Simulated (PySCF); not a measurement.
# C20N2: the cost of one run

Computed with PySCF 2.14.0 and routines of our own; the level stands in each step. Atoms count from 0.

## (1) The starting structure

22 atoms, charge 0, multiplicity 1; geometry from: GFN2-xTB.

## (2) NMR shifts: GIAO PW91/pcseg-0

Job settings and geometry (Å):

```
{"job": {"kind": "nmr", "basis": "pcseg-0", "pop": false, "xc": "PW91", "scf": {"guess": "minao"}}, "charge": 0, "multiplicity": 1}
N     -1.288659    13.315410    -0.043741
C     -1.179615    12.167495    -0.041107
C     -1.049975    10.824399    -0.036906
C     -0.929814     9.606158    -0.032364
C     -0.800446     8.283090    -0.027319
C     -0.680853     7.059495    -0.021818
C     -0.553986     5.741554    -0.018126
C     -0.437487     4.515351    -0.014372
C     -0.309913     3.199636    -0.010645
C     -0.188187     1.972803    -0.006235
C     -0.059241     0.658356    -0.001604
C      0.059944    -0.569015     0.002600
C      0.186984    -1.883749     0.007113
C      0.305192    -3.110843     0.011183
C      0.432994    -4.426456     0.015177
C      0.553436    -5.652411     0.018341
C      0.682499    -6.970178     0.022966
C      0.802314    -8.193541     0.028371
C      0.930613    -9.516842     0.032358
C      1.047470   -10.735453     0.034096
C      1.178730   -12.078520     0.038576
N      1.291755   -13.226031     0.042946
```

Level: GIAO PW91/pcseg-0 NMR shielding, non-relativistic, gas phase.

Launch:

```bash
$ OMP_NUM_THREADS=1 python large_run.py task.json out
```

This one command runs all jobs of the session in turn.

**Question.** How long does this first job take on 1 thread of Arm Neoverse N1, shared host, and how much memory does it need?

About 14 s, with a peak of 0.54 GiB.
